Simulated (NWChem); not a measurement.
# A workflow on [SiF3]− (SMILES F[Si-](F)F)

We compute a structure relaxation (S12g/CRENBL), then the harmonic vibrations, then energy and one-electron properties of [SiF3]−. 

The results are computed with NWChem 7.3.0.

2 further runs of the same task are left out: 2 set aside as unsound or not needed.

## 1. The system as given

The species is [SiF3]− (4 atoms), meant as a singlet with charge -1. SMILES: `F[Si-](F)F`. The coordinates come from a GFN2-xTB relaxation. The run starts from this shape.

Bond lengths: Si1–F2 1.693 Å, Si1–F3 1.696 Å, Si1–F4 1.697 Å. Angles: F2–Si1–F3 93.7°, F2–Si1–F4 93.6°, F3–Si1–F4 93.7°.

## 2. A geometry optimisation at S12g/CRENBL (density fitting, core potential) (run 1)

The input, f3si.nw:

```
start f3si
title "F3Si optimise"
memory 2200 mb
charge -1

geometry units angstrom noautosym
zmatrix
  Si
  F 1 r2
  F 1 r3 2 a3
  F 1 r4 2 a4 3 d4
variables
  r2 1.693461
  r3 1.695855
  a3 93.73622
  r4 1.696936
  a4 93.64187
  d4 93.9837
end
end

basis spherical
Si library "crenbl ecp"
F library "crenbl ecp"
end

ecp
Si library "crenbl ecp"
F library "crenbl ecp"
end

basis "cd basis" spherical
Si library "dgauss a2 dft coulomb fitting"
F library "dgauss a2 dft coulomb fitting"
end

dft
xc s12g
grid coarse
mulliken
print low
end

driver
maxiter 60
xyz f3si
end

task dft optimize
```

On the command line:

```
nwchem f3si.nw > f3si.out
```

What it wrote:

```text
Northwest Computational Chemistry Package (NWChem) 7.3.0
             --------------------------------------------------------

           Job information
           ---------------

    nwchem branch   = 7.3.0
    use scalapack   = T
    input           = f3si.nw
    prefix          = f3si.
    data base       = ./f3si.db
    status          = startup
    nproc           =        1

           Memory information
           ------------------

    heap     =     72089594 doubles =      550.0 Mbytes
    stack    =     72089599 doubles =      550.0 Mbytes
    global   =    144179200 doubles =     1100.0 Mbytes (distinct from heap & stack)
    total    =    288358393 doubles =     2200.0 Mbytes
    verify   = yes
    hardfail = no

           Directory information
           ---------------------

  0 permanent = .
  0 scratch   = .

                                NWChem Input Module
                                -------------------

                                   F3Si optimise
                                   -------------

 Scaling coordinates for geometry "geometry" by  1.889725989
 (inverse scale =  0.529177249)

                             Geometry "geometry" -> ""
                             -------------------------

 Output coordinates in angstroms (scale by  1.889725989 to convert to a.u.)

  No.       Tag          Charge          X              Y              Z
 ---- ---------------- ---------- -------------- -------------- --------------
    1 Si                  14.0000    -0.34564348     0.37084772    -0.32381664
    2 F                    9.0000    -0.34564348     0.37084772     1.36964436
    3 F                    9.0000     1.34660719     0.37084772    -0.43432387
    4 F                    9.0000    -0.46329609    -1.31856968    -0.43160572

      Atomic Mass
      -----------

      Si                27.976930
      F                 18.998400

 Effective nuclear repulsion energy (a.u.)     169.9611961154

            Nuclear Dipole moment (a.u.)
            ----------------------------
        X                 Y               Z
 ---------------- ---------------- ----------------
     0.0000000000     0.0000000000    -0.0000000000

                                Z-matrix (user)
                                --------

 Units are Angstrom for bonds and degrees for angles

      Type          Name      I     J     K     L     M      Value
      ----------- --------  ----- ----- ----- ----- ----- ----------
    1 Stretch      r2          2     1                       1.69346
    2 Stretch      r3          3     1                       1.69586
    3 Bend         a3          3     1     2                93.73622
    4 Stretch      r4          4     1                       1.69694
    5 Bend         a4          4     1     2                93.64187
    6 Torsion      d4          4     1     2     3          93.98370

            XYZ format geometry
            -------------------
     4
 geometry
 Si                   -0.34564348     0.37084772    -0.32381664
 F                    -0.34564348     0.37084772     1.36964436
 F                     1.34660719     0.37084772    -0.43432387
 F                    -0.46329609    -1.31856968    -0.43160572

 ==============================================================================
                                internuclear distances
 ------------------------------------------------------------------------------
       center one      |      center two      | atomic units |  angstroms
 ------------------------------------------------------------------------------
    2 F                |   1 Si               |     3.20018  |     1.69346
    3 F                |   1 Si               |     3.20470  |     1.69586
    4 F                |   1 Si               |     3.20674  |     1.69694
 ------------------------------------------------------------------------------
                         number of included internuclear distances:          3
 ==============================================================================

 ==============================================================================
                                 internuclear angles
 ------------------------------------------------------------------------------
        center 1       |       center 2       |       center 3       |  degrees
 ------------------------------------------------------------------------------
    2 F                |   1 Si               |   3 F                |    93.74
    2 F                |   1 Si               |   4 F                |    93.64
    3 F                |   1 Si               |   4 F                |    93.73
 ------------------------------------------------------------------------------
                            number of included internuclear angles:          3
 ==============================================================================

                      Basis "ao basis" -> "" (spherical)
                      -----
  [basis functions not shown]

 Summary of "ao basis" -> "" (spherical)
 ------------------------------------------------------------------------------
       Tag                 Description            Shells   Functions and Types
 ---------------- ------------------------------  ------  ---------------------
 Si                        crenbl ecp                8       16   4s4p
 F                         crenbl ecp                8       16   4s4p

                 ECP       "ecp basis" -> "" (cartesian)
                -----
  [basis functions not shown]

[... 68 lines left out ...]
            Nuclear Dipole moment (a.u.)
[... 39 lines left out ...]
         Total DFT energy =      -76.829957565681
[... 1 line left out ...]
           Coulomb energy =      131.573494550707
[... 1 line left out ...]
 Nuclear repulsion energy =       57.662332679795
[... 43 lines left out ...]
@    0     -76.82995757  0.0D+00  0.04416  0.03113  0.00000  0.00000      1.0
[... 55 lines left out ...]
         Total DFT energy =      -76.839652038102
[... 1 line left out ...]
           Coulomb energy =      128.554147921216
[... 1 line left out ...]
 Nuclear repulsion energy =       54.609655794658
[... 30 lines left out ...]
 new step= 1.00                   predicted energy=    -76.839652
[... 41 lines left out ...]
  The DFT is already converged
[... 18 lines left out ...]
@    1     -76.83965204 -9.7D-03  0.01642  0.01203  0.11054  0.16296      1.8
[... 55 lines left out ...]
         Total DFT energy =      -76.842375685241
[... 1 line left out ...]
           Coulomb energy =      128.014876729175
[... 1 line left out ...]
 Nuclear repulsion energy =       53.884498351093
[... 30 lines left out ...]
 new step= 1.00                   predicted energy=    -76.842376
[... 41 lines left out ...]
  The DFT is already converged
[... 18 lines left out ...]
@    2     -76.84237569 -2.7D-03  0.00250  0.00152  0.06607  0.11457      2.5
[... 52 lines left out ...]
         Total DFT energy =      -76.842476378166
[... 1 line left out ...]
           Coulomb energy =      127.867126378200
[... 1 line left out ...]
 Nuclear repulsion energy =       53.735951001344
[... 30 lines left out ...]
 new step= 1.12                   predicted energy=    -76.842478
[... 59 lines left out ...]
   convergence    iter        energy       DeltaE   RMS-Dens  Diis-err    time
[... 7 lines left out ...]
      One electron energy =     -242.761858267935
[... 1 line left out ...]
    Exchange-Corr. energy =      -15.649883439643
[... 44 lines left out ...]
@    3     -76.84248174 -1.1D-04  0.00033  0.00020  0.02109  0.04154      3.5
[... 51 lines left out ...]
         Total DFT energy =      -76.842482245907
[... 1 line left out ...]
           Coulomb energy =      127.840455454896
[... 1 line left out ...]
 Nuclear repulsion energy =       53.704236335122
[... 30 lines left out ...]
 new step= 1.00                   predicted energy=    -76.842482
[... 13 lines left out ...]
  No.       Tag          Charge          X              Y              Z
 ---- ---------------- ---------- -------------- -------------- --------------
    1 Si                  14.0000    -0.34528833     0.36937734    -0.32322922
    2 F                    9.0000    -0.38976477     0.41927416     1.47332694
    3 F                    9.0000     1.44460164     0.41843479    -0.48608863
    4 F                    9.0000    -0.51752439    -1.41311281    -0.48411095

      Atomic Mass
      -----------

      Si                27.976930
      F                 18.998400

 Effective nuclear repulsion energy (a.u.)     159.1627465319

            Nuclear Dipole moment (a.u.)
            ----------------------------
        X                 Y               Z
 ---------------- ---------------- ----------------
     0.0033556388    -0.0138930594     0.0055502801

                                 NWChem DFT Module
                                 -----------------

                                   F3Si optimise

  The DFT is already converged

         Total DFT energy =    -76.842482245907

  int_init: cando_txs set to always be  F
  intd_init: cando_txs set to always be  F

                         DFT ENERGY GRADIENTS

    atom               coordinates                        gradient
                 x          y          z           x          y          z
   1 Si     -0.652500   0.698022  -0.610815    0.000027  -0.000011   0.000070
   2 F      -0.736549   0.792313   2.784184   -0.000007   0.000017  -0.000049
   3 F       2.729901   0.790727  -0.918574   -0.000014  -0.000006  -0.000008
   4 F      -0.977979  -2.670396  -0.914837   -0.000006  -0.000001  -0.000013

  no constraints, skipping    0.0000000000000000

  ---- ---------------- -------- -------- -------- -------- -------- --------
@    4     -76.84248225 -5.0D-07  0.00005  0.00002  0.00058  0.00106      4.1
                                     ok       ok       ok       ok

                                Z-matrix (user)
                                --------

 Units are Angstrom for bonds and degrees for angles

      Type          Name      I     J     K     L     M      Value     Gradient
      ----------- --------  ----- ----- ----- ----- ----- ---------- ----------
    1 Stretch      r2          2     1                       1.79780   -0.00005
    2 Stretch      r3          3     1                       1.79795   -0.00002
    3 Bend         a3          3     1     2                96.56838    0.00002
    4 Stretch      r4          4     1                       1.79800    0.00000
    5 Bend         a4          4     1     2                96.57831    0.00003
    6 Torsion      d4          4     1     2     3          97.41785    0.00000

      ----------------------
      Optimization converged
      ----------------------

  ---- ---------------- -------- -------- -------- -------- -------- --------
@    4     -76.84248225 -5.0D-07  0.00005  0.00002  0.00058  0.00106      4.1
                                     ok       ok       ok       ok

                                Z-matrix (user)
                                --------

 Units are Angstrom for bonds and degrees for angles

      Type          Name      I     J     K     L     M      Value     Gradient
      ----------- --------  ----- ----- ----- ----- ----- ---------- ----------
    1 Stretch      r2          2     1                       1.79780   -0.00005
    2 Stretch      r3          3     1                       1.79795   -0.00002
    3 Bend         a3          3     1     2                96.56838    0.00002
    4 Stretch      r4          4     1                       1.79800    0.00000
    5 Bend         a4          4     1     2                96.57831    0.00003
    6 Torsion      d4          4     1     2     3          97.41785    0.00000

                         Geometry "geometry" -> "geometry"
                         ---------------------------------

 Output coordinates in angstroms (scale by  1.889725989 to convert to a.u.)

  No.       Tag          Charge          X              Y              Z
 ---- ---------------- ---------- -------------- -------------- --------------
    1 Si                  14.0000    -0.34528833     0.36937734    -0.32322922
    2 F                    9.0000    -0.38976477     0.41927416     1.47332694
    3 F                    9.0000     1.44460164     0.41843479    -0.48608863
    4 F                    9.0000    -0.51752439    -1.41311281    -0.48411095

      Atomic Mass
      -----------

      Si                27.976930
      F                 18.998400

 Effective nuclear repulsion energy (a.u.)     159.1627465319

            Nuclear Dipole moment (a.u.)
            ----------------------------
        X                 Y               Z
 ---------------- ---------------- ----------------
     0.0033556388    -0.0138930594     0.0055502801

                Final and change from initial internal coordinates
                --------------------------------------------------

                                Z-matrix (user)
                                --------

 Units are Angstrom for bonds and degrees for angles

      Type          Name      I     J     K     L     M      Value       Change
      ----------- --------  ----- ----- ----- ----- ----- ---------- ----------
    1 Stretch      r2          2     1                       1.79780    0.10434
    2 Stretch      r3          3     1                       1.79795    0.10210
    3 Bend         a3          3     1     2                96.56838    2.83216
    4 Stretch      r4          4     1                       1.79800    0.10107
    5 Bend         a4          4     1     2                96.57831    2.93644
    6 Torsion      d4          4     1     2     3          97.41785    3.43415

 ==============================================================================
                                internuclear distances
 ------------------------------------------------------------------------------
       center one      |      center two      | atomic units |  angstroms
 ------------------------------------------------------------------------------
    2 F                |   1 Si               |     3.39735  |     1.79780
    3 F                |   1 Si               |     3.39764  |     1.79795
    4 F                |   1 Si               |     3.39774  |     1.79800
 ------------------------------------------------------------------------------
                         number of included internuclear distances:          3
 ==============================================================================

 ==============================================================================
                                 internuclear angles
 ------------------------------------------------------------------------------
        center 1       |       center 2       |       center 3       |  degrees
 ------------------------------------------------------------------------------
    2 F                |   1 Si               |   3 F                |    96.57
    2 F                |   1 Si               |   4 F                |    96.58
    3 F                |   1 Si               |   4 F                |    96.56
 ------------------------------------------------------------------------------
                            number of included internuclear angles:          3
 ==============================================================================

 Task  times  cpu:        4.1s     wall:        4.1s
 Total times  cpu:        4.1s     wall:        4.1s
```

It took 4.8 s on 1 thread of Intel Xeon 6975P-C (Granite Rapids), shared host; peak memory 0.12 GiB.

Step by step:

```csv
step,energy from the first frame kept (eV)
0,0.0000
1,-0.2638
2,-0.3379
3,-0.3408
4,-0.3408
```

After the run. Bond lengths: Si1–F2 1.798 Å, Si1–F3 1.798 Å, Si1–F4 1.798 Å. Angles: F2–Si1–F3 96.6°, F2–Si1–F4 96.6°, F3–Si1–F4 96.6°.

## 3. Vibrational wavenumbers at S12g/CRENBL (density fitting, core potential) (run 2)

The input, f3si.nw:

```
START f3si
TITLE "F3Si"
memory stack 880 mb heap 220 mb global 1100 mb
charge -1

GEOMETRY
Si   -0.345288    0.369377   -0.323229
F    -0.389765    0.419274    1.473327
F     1.444602    0.418435   -0.486089
F    -0.517524   -1.413113   -0.484111
END

BASIS spherical
Si library "crenbl ecp"
F library "crenbl ecp"
END

ECP
Si library "crenbl ecp"
F library "crenbl ecp"
END

BASIS "cd basis" spherical
Si library "dgauss a2 dft coulomb fitting"
F library "dgauss a2 dft coulomb fitting"
END

DFT
xc s12g
grid coarse
mulliken
print low
END

FREQ
temp 2 298.15 100
END

TASK dft frequencies
```

On the command line:

```
nwchem f3si.nw > f3si.out
```

What it wrote, shortened:

```text
[...]
 Group name             C3
[...]
 d= 0,ls=0.0,diis     1    -76.7797041108 -1.30D+02  1.81D-02  4.79D-01     0.1
[...]
         Total DFT energy =      -76.842481707182
[...]
         Total DFT energy =      -76.842473173538
[...]
         Total DFT energy =      -76.842477073908
[...]
         Total DFT energy =      -76.842477326899
[...]
         Total DFT energy =      -76.842479879225
[...]
 d= 0,ls=0.0,diis     5    -76.8424794574 -2.60D-08  1.28D-06  3.31D-08     8.1
         Total DFT energy =      -76.842479457403
      One electron energy =     -242.757213273571
           Coulomb energy =      127.848891906551
    Exchange-Corr. energy =      -15.649992847650
 Nuclear repulsion energy =       53.716485655242
    Dispersion correction =       -0.000650897975
[...]
                         DFT ENERGY GRADIENTS
    atom               coordinates                        gradient
                 x          y          z           x          y          z
   1 Si      0.000000   0.000000  -1.134385   -0.000278  -0.000641   0.000783
   2 F      -1.729890   2.362983   0.588200    0.000000   0.000000   0.000000
   3 F       2.911349   0.316637   0.588200   -0.000006   0.000039  -0.000120
   4 F      -1.181459  -2.679620   0.578200    0.000248   0.000567  -0.000537
[...]
 Zero-Point correction to Energy  =    3.643 kcal/mol  (  0.005806 au)
 Thermal correction to Energy     =    4.318 kcal/mol  (  0.006881 au)
 Thermal correction to Enthalpy   =    4.516 kcal/mol  (  0.007197 au)
 Total Entropy                    =   54.668 cal/mol-K
   - Translational                =   33.790 cal/mol-K (mol. weight =  84.9721)
   - Rotational                   =   19.842 cal/mol-K (symmetry #  =        3)
   - Vibrational                  =    1.035 cal/mol-K
 Cv (constant volume heat capacity) =    8.567 cal/mol-K
   - Translational                  =    2.979 cal/mol-K
   - Rotational                     =    2.979 cal/mol-K
   - Vibrational                    =    2.608 cal/mol-K
[...]
```

Wall time 9.3 s (1 thread of Intel Xeon 6975P-C (Granite Rapids), shared host); peak memory 0.12 GiB.

[end of part 1 of 2]
